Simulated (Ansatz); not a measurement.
**Si2GeN4: the band gap up the ladder of functionals**

One table from this session's results is given with a row withheld; the runs are named, their logs left out.

Code: Ansatz 0.2.0. PAW datasets, plane waves. No spin polarisation. The prototype was imposed, so other structures may be more stable.

### Starting point

The cell was relaxed beforehand with r2SCAN.

Space group P2_1/m (No. 11), monoclinic; a = 7.727 Å, b = 2.960 Å, c = 7.759 Å, β = 119.7° in the conventional setting, 11.01 Å³ an atom. Around Si lie 4 N at 1.73–1.75 Å; around Ge lie 4 N at 1.81–1.85 Å; around N lie 2 Si at 1.73 Å and 1 Ge at 1.83 Å; around N lie 1 Si at 1.73 Å and 2 Ge at 1.81 Å.

Structure file:

```
Si Ge N
1.0
     7.77797    0.00000   -0.01853
     0.00000    2.96033    0.00000
    -3.90502    0.00000    6.70490
Si Ge N
4 2 8
Direct
  0.40687 0.25000 0.16998
  0.18000 0.75000 0.77258
  0.82000 0.25000 0.22742
  0.59313 0.75000 0.83002
  0.23092 0.75000 0.40436
  0.76908 0.25000 0.59564
  0.66262 0.25000 0.32398
  0.33738 0.75000 0.67602
  0.30355 0.25000 0.32160
  0.33240 0.75000 0.03080
  0.95789 0.75000 0.29535
  0.04211 0.25000 0.70465
  0.69645 0.75000 0.67840
  0.66760 0.25000 0.96920
```

The first run:

input.yaml reads:

```yaml
crystal:
  lattice:
    - [7.7779721201, 0.0, -0.0185310858]
    - [0.0, 2.9603267893, 0.0]
    - [-3.9050164357, 0.0, 6.7048984248]
  atoms:
    - { symbol: Si, position: [0.4068711814, 0.25, 0.1699755337] }
    - { symbol: Si, position: [0.1800000003, 0.75, 0.772576812] }
    - { symbol: Ge, position: [0.2309246615, 0.75, 0.4043613951] }
    - { symbol: Ge, position: [0.7690753385, 0.25, 0.5956386049] }
    - { symbol: Si, position: [0.8199999997, 0.25, 0.227423188] }
    - { symbol: Si, position: [0.5931288186, 0.75, 0.8300244663] }
    - { symbol: "N", position: [0.6626169322, 0.25, 0.3239828349] }
    - { symbol: "N", position: [0.3373830678, 0.75, 0.6760171651] }
    - { symbol: "N", position: [0.3035484155, 0.25, 0.3215971652] }
    - { symbol: "N", position: [0.3324014495, 0.75, 0.030802777] }
    - { symbol: "N", position: [0.9578947178, 0.75, 0.295349989] }
    - { symbol: "N", position: [0.0421052822, 0.25, 0.704650011] }
    - { symbol: "N", position: [0.6964515845, 0.75, 0.6784028348] }
    - { symbol: "N", position: [0.6675985505, 0.25, 0.969197223] }
kpoints:
  mp_grid: { grid: [4, 8, 4] }
  band_path:
    path:
      - [0.0, 0.0, 0.0]
      - [-2.023174517658e-18, -0.5, 2.023174517658e-18]
      - [0.5, -0.5, -0.5]
      - [0.5, 7.189011271492e-35, -0.5]
      - [0.0, 0.0, 0.0]
      - [-1.212621309142e-16, 5.99634187812e-19, -0.5]
      - [-1.212621309142e-16, -0.5, -0.5]
      - [-2.023174517658e-18, -0.5, 2.023174517658e-18]
      - [-0.5, -0.5, 5.777771341196e-17]
      - [-0.5, 5.99634187812e-19, 5.777771341196e-17]
      - [0.0, 0.0, 0.0]
    npoints: 10
hamiltonian:
  xc: pbe
scf:
  occupations: { method: fermi_dirac, width: 0.02 }
  n_extra_bands: 7
output:
  forces: true
  stress: true
  eigenvalues: true
```

Steps of the session up to this table: Band structure with PBE; r2SCAN; HSE06 at the same geometry; PBE+SOC; PBE0 at the same geometry.

One of the session's tables, all rows but one given; the rest of the session is left out.

```
  level  gap (eV)
    PBE      3.75
 r2SCAN         ?
  HSE06      5.28
PBE+SOC      3.75
   PBE0      6.03
```

**Question.** Estimate the row for r2SCAN.

As computed: gap (eV): 4.28. In the column «gap (eV)» it lies between PBE+SOC (3.75) and HSE06 (5.28).

Meshes: PBE 4×8×4, r2SCAN 4×8×4, HSE06 2×6×2, PBE+SOC 4×8×4, PBE0 2×6×2

PBE reaches 71 % of the HSE06 value, and r2SCAN 81 %. PBE0 lies 0.75 eV above HSE06, which differs from it by screening the long-range exchange.

Caveats from the session: Warnings in the runs' records: stress scf threshold loose, stress exchange threshold loose.
